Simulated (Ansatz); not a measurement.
**CH6Cl2Si2: how energies converge with the basis set**

One table from this session's results is given with a row withheld; the runs are named, their logs left out.

Method: one geometry, several basis sets; program: Ansatz 0.2.0, Gaussian basis.

Levels to be run: PBE0-D4/def2-SVP; ωB97M-V/def2-SVP; PBE0-D4/def2-QZVPP; ωB97M-V/def2-QZVPP; the functionals' def2-TZVPP values are taken from earlier runs.

## The relaxed structure

All runs share one geometry, relaxed beforehand with PBE0-D4 in a triple-zeta def2 set.

SMILES `C[SiH2][SiH](Cl)Cl`, 11 atoms, charge 0, spin multiplicity 1.

Atoms are counted from 1 here; the program's logs count them from 0.

Bond lengths: C1–Si2 1.870 Å, C1–H6 1.092 Å, C1–H7 1.092 Å, C1–H8 1.092 Å, Si2–Si3 2.337 Å, Si2–H9 1.489 Å, Si2–H10 1.489 Å, Si3–Cl4 2.059 Å, Si3–Cl5 2.059 Å, Si3–H11 1.481 Å. Angles: Si2–C1–H6 110.5°, Si2–C1–H7 110.7°, Si2–C1–H8 110.5°, H6–C1–H7 108.4°, H6–C1–H8 108.3°, H7–C1–H8 108.4°, C1–Si2–Si3 109.1°, C1–Si2–H9 111.7°, C1–Si2–H10 111.7°, Si3–Si2–H9 107.8°, Si3–Si2–H10 107.8°, H9–Si2–H10 108.5°, Si2–Si3–Cl4 108.7°, Si2–Si3–Cl5 108.7°, Si2–Si3–H11 117.0°, Cl4–Si3–Cl5 108.5°, Cl4–Si3–H11 106.8°, Cl5–Si3–H11 106.8°.

Set-up of the first run:

in.yaml reads:

```yaml
crystal:
  periodic: [false, false, false]
  atoms:
    - {symbol: C, position_ang: [-1.100582, 0.664101, 1.111472]}
    - {symbol: Si, position_ang: [0.572550, -0.100972, 0.774490]}
    - {symbol: Si, position_ang: [0.742833, -0.591726, -1.503637]}
    - {symbol: Cl, position_ang: [-0.770902, -1.890360, -2.013929]}
    - {symbol: Cl, position_ang: [0.499476, 1.150113, -2.573717]}
    - {symbol: H, position_ang: [-1.899397, -0.025408, 0.830946]}
    - {symbol: H, position_ang: [-1.208653, 0.904657, 2.171197]}
    - {symbol: H, position_ang: [-1.223464, 1.583069, 0.534740]}
    - {symbol: H, position_ang: [0.760802, -1.370378, 1.529486]}
    - {symbol: H, position_ang: [1.683638, 0.826004, 1.125307]}
    - {symbol: H, position_ang: [2.009201, -1.205901, -1.965755]}
basis:
  gaussian: {orbitals: def2-SVP}
hamiltonian: {xc: pbe0, dispersion: d4}
output: {orbitals: {seedname: orbitals}}
```

Among the steps run: PBE0-D4 in def2-SVP; ωB97M-V in def2-SVP; PBE0-D4 in def2-QZVPP; ωB97M-V in def2-QZVPP.

One of the session's tables, all rows but one given; the rest of the session is left out.

It belongs to the step «Density functionals: the series». 

```
functional       basis  HOMO (eV)
   PBE0-D4    def2-SVP      -7.96
   PBE0-D4  def2-TZVPP          ?
   PBE0-D4  def2-QZVPP      -8.04
   ωB97M-V    def2-SVP      -9.95
   ωB97M-V  def2-TZVPP     -10.05
   ωB97M-V  def2-QZVPP     -10.08
```

Q: Estimate the row for PBE0-D4, def2-TZVPP from the others.

As computed: HOMO (eV): -8.02. In the column «HOMO (eV)» it lies between PBE0-D4, def2-QZVPP (-8.04) and PBE0-D4, def2-SVP (-7.96).
